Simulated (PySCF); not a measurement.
**Ways to converge the SCF of SeBr**

The same problem is solved with other solver options, one edit a run.

Computed with PySCF 2.14.0. Level: each script names its method and basis.

2 further runs of the same task are left out: 2 that didn't finish.

### 1 Where the work starts

SeBr: 2 atoms, charge 0, spin multiplicity 2.

Bond lengths: Se1–Br2 2.341 Å.

### 2 The run that the others are compared with

Contents of input.py:

```python
from pyscf import gto, scf, mcscf

mol = gto.M(
    atom='Se 0 0 0; Br 0 0 2.341',
    basis='sbkjc',
    ecp={'Se': 'sbkjc', 'Br': 'sbkjc'},
    charge=0,
    spin=1,
    verbose=3,
)
mf = scf.ROHF(mol)
mf.kernel()
mc = mcscf.CASSCF(mf, 6, 7)
mc.kernel()
mc.analyze()
mf.dip_moment()
print('orbital energies (hartree):', mf.mo_energy[..., max(0, mol.nelec[1]-3):mol.nelec[0]+3].round(4))
```

Run with:

```bash
python input.py
```

The log of this run is left out.

In short: E(SCF) = -22.259529 Eh, E(CAS) − E(SCF) = -0.03511 Eh, μ = 1.49 D (of the SCF density).

The bond length is a typed value, not an optimised one.

### 3 Second-order solver on

Run 1 changes second-order solver: off → on.

Contents of input.py:

```python
from pyscf import gto, scf, mcscf

mol = gto.M(
    atom='Se 0 0 0; Br 0 0 2.341',
    basis='sbkjc',
    ecp={'Se': 'sbkjc', 'Br': 'sbkjc'},
    charge=0,
    spin=1,
    verbose=3,
)
mf = scf.ROHF(mol)
mf = mf.newton()
mf.kernel()
mc = mcscf.CASSCF(mf, 6, 7)
mc.kernel()
mc.analyze()
mf.dip_moment()
print('orbital energies (hartree):', mf.mo_energy[..., max(0, mol.nelec[1]-3):mol.nelec[0]+3].round(4))
```

Run with:

```bash
python input.py
```

### 4 DIIS space 2

Run 2 changes DIIS space: default → 2.

input.py: that of step 2 with these lines changed.

```diff
@@ -11,2 +11,3 @@
 mf = scf.ROHF(mol)
+mf.diis_space = 2
 mf.kernel()
```

### 5 Level shift 1 hartree

Run 3 changes level shift: none → 1 hartree.

input.py: that of step 2 with these lines changed.

```diff
@@ -11,2 +11,3 @@
 mf = scf.ROHF(mol)
+mf.level_shift = 1.0
 mf.kernel()
```

**Question.** What will these runs give? Wanted: for each run, E(SCF); from base; SCF dipole; after the SCF.

**Answer**, as computed:

```
                   run  E(SCF) (hartree)  from base (eV)  SCF dipole (D)                 after the SCF
                  base        -22.259529               0            1.49  CASSCF correlation -0.955 eV
second-order solver on        -22.259529          0.0000            1.49  CASSCF correlation -0.955 eV
          DIIS space 2        -22.259529          0.0000            1.49  CASSCF correlation -0.955 eV
 level shift 1 hartree        -22.259529          0.0000            1.49  CASSCF correlation -0.955 eV
```

No change of the SCF energy comes from second-order solver on or DIIS space 2 or level shift 1 hartree.
